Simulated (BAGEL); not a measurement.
**CH6NPSi (SMILES P[SiH]1CN1): HF/6-31G(d) (density fitting with qzvpp-jkfit, spherical functions)**

What is the energy change on altering one bond length of CH6NPSi at HF/6-31G* (density fitting with qzvpp-jkfit, spherical functions)? 

The results are computed with BAGEL 1.2.2.

### 1 The system as given

The species is CH6NPSi (10 atoms), meant as a singlet with charge 0. As SMILES, `P[SiH]1CN1`. The coordinates come from a PBE0-D4/def2-TZVP relaxation. This is one conformer, not always the lowest.

Bond lengths: P1–Si2 2.235 Å, Si2–C3 1.830 Å, Si2–N4 1.724 Å, C3–N4 1.496 Å, P1–H5 1.419 Å, P1–H6 1.422 Å, Si2–H7 1.484 Å, C3–H8 1.090 Å, C3–H9 1.087 Å, N4–H10 1.009 Å. Some angles: P1–Si2–C3 125.1°, P1–Si2–N4 120.4°, C3–Si2–N4 49.7°, Si2–C3–N4 61.5°, Si2–N4–C3 68.8°, P1–Si2–H7 111.9°, C3–Si2–H7 117.0°, N4–Si2–H7 119.6°, Si2–P1–H5 92.1°, Si2–P1–H6 93.1°.

### 2 The energy at HF/6-31G(d) (density fitting with qzvpp-jkfit, spherical functions)

Input file input.json:

```json
{ "bagel" : [

{
  "title" : "molecule",
  "basis" : "6-31gs.json",
  "df_basis" : "qzvpp-jkfit",
  "angstrom" : true,
  "geometry" : [
    { "atom" : "P", "xyz" : [      -2.126500,       0.935800,      -0.067900 ] },
    { "atom" : "Si", "xyz" : [       0.034500,       0.548300,       0.353000 ] },
    { "atom" : "C", "xyz" : [       0.777000,      -1.104600,       0.610200 ] },
    { "atom" : "N", "xyz" : [       0.967700,      -0.433700,      -0.713500 ] },
    { "atom" : "H", "xyz" : [      -2.191600,      -0.136100,      -0.996200 ] },
    { "atom" : "H", "xyz" : [      -1.838400,       1.906500,      -1.066200 ] },
    { "atom" : "H", "xyz" : [       0.677500,       1.690600,       1.049000 ] },
    { "atom" : "H", "xyz" : [       1.645800,      -1.171600,       1.264400 ] },
    { "atom" : "H", "xyz" : [       0.215300,      -2.034000,       0.558400 ] },
    { "atom" : "H", "xyz" : [       1.921900,      -0.252400,      -0.988100 ] }
  ]
},

{
  "title" : "hf"
},

{
  "title" : "print",
  "file" : "orbitals.molden",
  "orbitals" : true
}

]}
```

The basis set 6-31G* is read from a file made from the Basis Set Exchange's data (not shown).

Run with:

```bash
$ BAGEL_NUM_THREADS=1 BAGEL input.json > input.out
```

Log:

```text
* using 1 threads per process

  ===============================================================
  ===============================================================

  *** Geometry ***

  { "atom" : "P", "xyz" : [     -4.018503,      1.768406,     -0.128312 ] },
  { "atom" : "Si", "xyz" : [      0.065196,      1.036137,      0.667073 ] },
  { "atom" : "C", "xyz" : [      1.468317,     -2.087391,      1.153111 ] },
  { "atom" : "N", "xyz" : [      1.828688,     -0.819574,     -1.348320 ] },
  { "atom" : "H", "xyz" : [     -4.141524,     -0.257192,     -1.882545 ] },
  { "atom" : "H", "xyz" : [     -3.474073,      3.602763,     -2.014826 ] },
  { "atom" : "H", "xyz" : [      1.280289,      3.194771,      1.982323 ] },
  { "atom" : "H", "xyz" : [      3.110111,     -2.214003,      2.389370 ] },
  { "atom" : "H", "xyz" : [      0.406858,     -3.843703,      1.055223 ] },
  { "atom" : "H", "xyz" : [      3.631865,     -0.476967,     -1.867238 ] },

  Number of auxiliary basis functions:      516

  Since a DF basis is specified, we compute 2- and 3-index integrals:
    o Being stored without compression. Storage requirement is 0.024 GB

  Number of basis functions:       76
  Number of electrons      :       48

    * METHOD: MOLECULE                             0.29

  *** RHF ***

  === Nuclear Repulsion ===
   209.9988838173

      * DIIS with orbital gradients will be used.

  === RHF iteration (6-31gs.json) ===
      0       -725.20710025          0.01900285           0.09
      1       -725.32826278          0.01219044           0.08
      2       -725.39085523          0.00175824           0.08
      3       -725.39309019          0.00032414           0.08
      4       -725.39318459          0.00012226           0.08
      5       -725.39319910          0.00003415           0.08
      6       -725.39320087          0.00001094           0.08
      7       -725.39320103          0.00000343           0.08
      8       -725.39320105          0.00000098           0.08
      9       -725.39320105          0.00000036           0.08
     10       -725.39320105          0.00000015           0.08
     11       -725.39320105          0.00000004           0.08
     12       -725.39320105          0.00000002           0.08
     13       -725.39320105          0.00000001           0.08
    * SCF iteration converged.

    * Permanent dipole moment:
           (   -0.460489,    -0.279419,    -0.153188) a.u.

    * METHOD: HF                                   1.36

    * METHOD: PRINT                                0.02

  ===============================================================
```

Run time: 1.8 s. Hardware: 1 thread of Arm Neoverse V1, shared host; peak memory 0.12 GiB.

### 3 The distorted shape at the same level

Input file hf.json:

```json
{ "bagel" : [

{
  "title" : "molecule",
  "basis" : "6-31gs.json",
  "df_basis" : "qzvpp-jkfit",
  "angstrom" : true,
  "geometry" : [
    { "atom" : "P", "xyz" : [   -3.271584,    0.718232,    0.261633 ] },
    { "atom" : "Si", "xyz" : [   -1.110584,    0.330732,    0.682533 ] },
    { "atom" : "C", "xyz" : [   -0.368084,   -1.322168,    0.939733 ] },
    { "atom" : "N", "xyz" : [   -0.177384,   -0.651268,   -0.383967 ] },
    { "atom" : "H", "xyz" : [   -3.336684,   -0.353668,   -0.666667 ] },
    { "atom" : "H", "xyz" : [   -2.983484,    1.688932,   -0.736667 ] },
    { "atom" : "H", "xyz" : [   -0.467584,    1.473032,    1.378533 ] },
    { "atom" : "H", "xyz" : [    0.500716,   -1.389168,    1.593933 ] },
    { "atom" : "H", "xyz" : [   -0.929784,   -2.251568,    0.887933 ] },
    { "atom" : "H", "xyz" : [    1.921900,   -0.252400,   -0.988100 ] }
  ]
},
{ "title" : "hf" },
{ "title" : "print", "file" : "orbitals.molden", "orbitals" : true }

]}
```

The basis set 6-31G* is read from a file made from the Basis Set Exchange's data (not shown).

Run with:

```bash
$ BAGEL_NUM_THREADS=1 BAGEL hf.json > hf.out
```

Log:

```text
* using 1 threads per process

  ===============================================================
  ===============================================================

  *** Geometry ***

  { "atom" : "P", "xyz" : [     -6.182398,      1.357262,      0.494415 ] },
  { "atom" : "Si", "xyz" : [     -2.098700,      0.624993,      1.289800 ] },
  { "atom" : "C", "xyz" : [     -0.695578,     -2.498535,      1.775838 ] },
  { "atom" : "N", "xyz" : [     -0.335207,     -1.230718,     -0.725592 ] },
  { "atom" : "H", "xyz" : [     -6.305419,     -0.668336,     -1.259818 ] },
  { "atom" : "H", "xyz" : [     -5.637968,      3.191619,     -1.392099 ] },
  { "atom" : "H", "xyz" : [     -0.883606,      2.783627,      2.605050 ] },
  { "atom" : "H", "xyz" : [      0.946216,     -2.625147,      3.012097 ] },
  { "atom" : "H", "xyz" : [     -1.757037,     -4.254847,      1.677950 ] },
  { "atom" : "H", "xyz" : [      3.631865,     -0.476967,     -1.867238 ] },

  Number of auxiliary basis functions:      516

  Since a DF basis is specified, we compute 2- and 3-index integrals:
    o Being stored without compression. Storage requirement is 0.024 GB

  Number of basis functions:       76
  Number of electrons      :       48

    * METHOD: MOLECULE                             0.29

  *** RHF ***

  === Nuclear Repulsion ===
   206.0456174909

      * DIIS with orbital gradients will be used.

  === RHF iteration (6-31gs.json) ===
      0       -724.84639945          0.02269461           0.08
      1       -724.83189735          0.02674347           0.08
      2       -725.16721337          0.00239842           0.08
      3       -725.17281743          0.00083192           0.08
      4       -725.17361755          0.00031683           0.08
      5       -725.17376602          0.00011488           0.08
      6       -725.17378496          0.00004265           0.08
      7       -725.17378711          0.00001795           0.08
      8       -725.17378735          0.00001211           0.08
      9       -725.17378749          0.00000512           0.08
     10       -725.17378757          0.00000326           0.08
     11       -725.17378761          0.00000236           0.08
     12       -725.17378763          0.00000124           0.08
     13       -725.17378764          0.00000066           0.08
     14       -725.17378764          0.00000036           0.08
     15       -725.17378764          0.00000021           0.08
     16       -725.17378764          0.00000009           0.08
     17       -725.17378764          0.00000004           0.08
     18       -725.17378764          0.00000002           0.08
     19       -725.17378764          0.00000001           0.08
    * SCF iteration converged.

    * Permanent dipole moment:
           (    0.251566,    -0.227748,    -0.600670) a.u.

    * METHOD: HF                                   1.76

    * METHOD: PRINT                                0.02

  ===============================================================
```

It took 2.2 s on 1 thread of Arm Neoverse V1, shared host; peak memory 0.12 GiB.

### 4 Results

Level: HF/6-31G* (density fitting with qzvpp-jkfit, spherical functions).

| quantity | value |
| --- | --- |
| first shape: total energy | -725.39320 Eh |
| first shape: dipole moment | 1.42 D |
| first shape: HOMO energy | -9.57 eV |
| first shape: LUMO energy | 3.51 eV |
| first shape: HOMO–LUMO gap | 13.08 eV |
| distorted shape: total energy | -725.17379 Eh |
| distorted shape: dipole moment | 1.75 D |
| distorted shape: HOMO energy | -8.77 eV |
| distorted shape: LUMO energy | -0.21 eV |
| distorted shape: HOMO–LUMO gap | 8.56 eV |
| energy change with the N4–H10 bond stretched from 1.009 to 2.221 Å | 5.971 eV |

One bond (distorted shape) is far stretched, which a spin-restricted single reference describes badly; a broken-symmetry solution may lie lower. With the N4–H10 bond stretched from 1.009 to 2.221 Å the energy rises by 5.97 eV (138 kcal/mol). The first shape isn't relaxed at this level, so the change isn't measured from a minimum. A restricted reference can't describe the breaking bond well at this length.
